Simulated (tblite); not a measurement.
# AlSnH5SeO (SMILES [AlH2][O][SnH2][SeH]), run twice

Aim: the energy of AlSnH5SeO at GFN2-xTB.

The results are computed with tblite 0.8.0.

3 further runs of the same task are left out: 3 set aside as unsound or not needed.

## (1) The system as given

The species is AlSnH5SeO (9 atoms), meant as a singlet with charge 0. SMILES: `[AlH2][O][SnH2][SeH]`. Geometry: a rough force-field guess. This is one conformer, not always the lowest.

Bond lengths: Al1–O2 1.773 Å, O2–Sn3 1.983 Å, Sn3–Se4 2.491 Å, Al1–H5 1.623 Å, Al1–H6 1.658 Å, Sn3–H7 1.804 Å, Sn3–H8 1.709 Å, Se4–H9 1.519 Å. Some angles: Al1–O2–Sn3 103.5°, O2–Sn3–Se4 109.5°, O2–Al1–H5 122.9°, O2–Al1–H6 120.5°, O2–Sn3–H7 107.2°, O2–Sn3–H8 110.0°, Se4–Sn3–H7 107.9°, Se4–Sn3–H8 113.6°, Sn3–Se4–H9 95.3°, H5–Al1–H6 116.6°.

## (2) First attempt

File xtb_job.py:

```python
import json
import numpy as np
from tblite.interface import Calculator

symbols = ["Al", "O", "Sn", "Se", "H", "H", "H", "H", "H"]
numbers = np.array([13, 8, 50, 34, 1, 1, 1, 1, 1])
positions = np.array([  # bohr
    [-0.444842, 2.477998, -2.539603],
    [2.175831, 1.307690, -0.812582],
    [0.949398, -1.974008, 0.515139],
    [-2.061691, -1.215283, 4.053840],
    [-0.889494, 1.864593, -5.511953],
    [-2.594783, 4.278529, -1.140639],
    [3.650762, -3.626573, 1.775398],
    [-0.296876, -3.738256, -1.885758],
    [-0.320875, 0.538005, 5.513843],
])

xtb = Calculator("GFN2-xTB", numbers, positions, charge=0, uhf=0)
xtb.set("maxiter", 50)
xtb.set("mixer-damping", 0.1)
sp = xtb.singlepoint()

print(f"total energy: {sp.get('energy') * 627.5095:.8f} kcal/mol")
eps = np.atleast_2d(sp.get("orbital-energies")) * 27.211386
occ = np.atleast_2d(sp.get("orbital-occupations"))
filled = occ.sum(axis=0) if eps.shape[0] == 1 else occ[0]
homo = np.nonzero(filled > 0.5)[0].max()
print(f"HOMO {eps[0, homo]:.4f} eV")
if homo + 1 < eps.shape[1]:
    print(f"LUMO {eps[0, homo + 1]:.4f} eV, gap {eps[0, homo + 1] - eps[0, homo]:.4f} eV")
mu = sp.get("dipole") * 2.541746
print(f"|mu|: {np.linalg.norm(mu):.4f} D, components " + " ".join(f"{c:.4f}" for c in mu))
q = sp.get("charges")
print("Charges:", " ".join(f"{s}{i + 1}={c:+.4f}" for i, (s, c) in enumerate(zip(symbols, q))))
out = {k: np.asarray(sp.get(k)).tolist() for k in ("energy", "gradient", "charges", "dipole", "orbital-energies", "orbital-occupations")}
out.update(symbols=symbols, positions=(positions * 0.529177210903).tolist())
json.dump(out, open("results.json", "w"))
```

Command:

```bash
$ python xtb_job.py
```

The program printed:

```text
tblite.exceptions.TBLiteValueError: Attribute 'maxiter' is not supported in this calculator
```

Run time: 0.14 s. Hardware: 1 thread of Arm Neoverse V1, shared host.

## (3) Diagnosis

The program refused the input.

The log says `tblite.exceptions.TBLiteValueError: Attribute 'maxiter' is not supported in this calculator`. The fault: the input text is malformed or holds a word that the program doesn't know.

## (4) Second attempt

File script.py:

```python
"""GFN2-xTB single point"""
import json
import numpy as np
from tblite.interface import Calculator

symbols = ["Al", "O", "Sn", "Se", "H", "H", "H", "H", "H"]
numbers = np.array([13, 8, 50, 34, 1, 1, 1, 1, 1])
positions = np.array([  # bohr
    [-0.444842, 2.477998, -2.539603],
    [2.175831, 1.307690, -0.812582],
    [0.949398, -1.974008, 0.515139],
    [-2.061691, -1.215283, 4.053840],
    [-0.889494, 1.864593, -5.511953],
    [-2.594783, 4.278529, -1.140639],
    [3.650762, -3.626573, 1.775398],
    [-0.296876, -3.738256, -1.885758],
    [-0.320875, 0.538005, 5.513843],
])

xtb = Calculator("GFN2-xTB", numbers, positions, charge=0, uhf=0)
xtb.set("mixer-damping", 0.1)
xtb.set("max-iter", 50)
sp = xtb.singlepoint()

print(f"total energy: {sp.get('energy') * 2625.4996:.8f} kJ/mol")
eps = np.atleast_2d(sp.get("orbital-energies")) * 27.211386
occ = np.atleast_2d(sp.get("orbital-occupations"))
filled = occ.sum(axis=0) if eps.shape[0] == 1 else occ[0]
homo = np.nonzero(filled > 0.5)[0].max()
print(f"HOMO {eps[0, homo]:.4f} eV")
if homo + 1 < eps.shape[1]:
    print(f"LUMO {eps[0, homo + 1]:.4f} eV, gap {eps[0, homo + 1] - eps[0, homo]:.4f} eV")
mu = sp.get("dipole") * 2.541746
print(f"Dipole moment: {np.linalg.norm(mu):.4f} D, components " + " ".join(f"{c:.4f}" for c in mu))
q = sp.get("charges")
print("Charges:", " ".join(f"{s}{i + 1}={c:+.4f}" for i, (s, c) in enumerate(zip(symbols, q))))
out = {k: np.asarray(sp.get(k)).tolist() for k in ("energy", "gradient", "charges", "dipole", "orbital-energies", "orbital-occupations")}
out.update(symbols=symbols, positions=(positions * 0.529177210903).tolist())
json.dump(out, open("results.json", "w"))
```

Command:

```bash
$ python script.py
```

The program printed:

```text
------------------------------------------------------------
  cycle        total energy    energy error   density error
------------------------------------------------------------
      1     -12.67859625250  -1.2703464E+01   7.5840734E-01
      2     -12.82295538429  -1.4435913E-01   6.7253532E-01
      3     -12.97956378885  -1.5660840E-01   5.1088962E-01
      4     -12.99791480740  -1.8351019E-02   3.5690289E-01
      5     -12.76568662811   2.3222818E-01   3.6396162E-01
      6     -12.95239836535  -1.8671174E-01   2.2200656E-01
      7     -12.91254847474   3.9849891E-02   2.4373672E-01
      8     -13.01122137014  -9.8672895E-02   6.3963174E-02
      9     -13.00869901205   2.5223581E-03   5.8573533E-02
     10     -13.01479233945  -6.0933274E-03   2.2758792E-02
     11     -13.01505055754  -2.5821809E-04   1.3875557E-02
     12     -13.01510781364  -5.7256100E-05   7.7860553E-03
     13     -13.01512261999  -1.4806352E-05   5.4121841E-03
     14     -13.01513476294  -1.2142948E-05   5.0388448E-03
     15     -13.01515415165  -1.9388713E-05   3.3004653E-03
     16     -13.01516616974  -1.2018088E-05   1.2320411E-03
     17     -13.01516660875  -4.3900829E-07   8.6294646E-04
     18     -13.01516690328  -2.9453246E-07   3.5941390E-04
     19     -13.01516693500  -3.1720745E-08   2.7337320E-04
     20     -13.01516696212  -2.7114156E-08   8.7361213E-05
     21     -13.01516696366  -1.5471713E-09   2.2446518E-05
     22     -13.01516696402  -3.5681502E-10   1.3965607E-05
------------------------------------------------------------

 total:                                   0.008 sec
total energy: -34171.31565797 kJ/mol
HOMO -11.0212 eV
LUMO -8.3560 eV, gap 2.6652 eV
Dipole moment: 0.9381 D, components 0.3485 -0.8437 -0.2159
Charges: Al1=+0.4522 O2=-0.4389 Sn3=+0.3130 Se4=-0.1653 H5=-0.1586 H6=-0.1581 H7=+0.0002 H8=-0.0070 H9=+0.1624
```

Wall time 0.16 s (1 thread of Arm Neoverse V1, shared host).

## (5) Summary of results

Level: GFN2-xTB.

| quantity | value |
| --- | --- |
| total energy | -13.01517 Eh |
| dipole moment | 0.94 D |
| HOMO energy | -11.02 eV |
| LUMO energy | -8.36 eV |
| HOMO–LUMO gap | 2.67 eV |
| largest force on an atom | 2.270 eV/Å |

**Reading.** Mulliken charges run from -0.44 on O2 to +0.45 on Al1. The largest force is 2.27 eV/Å: the shape isn't a stationary point for this species at this level.
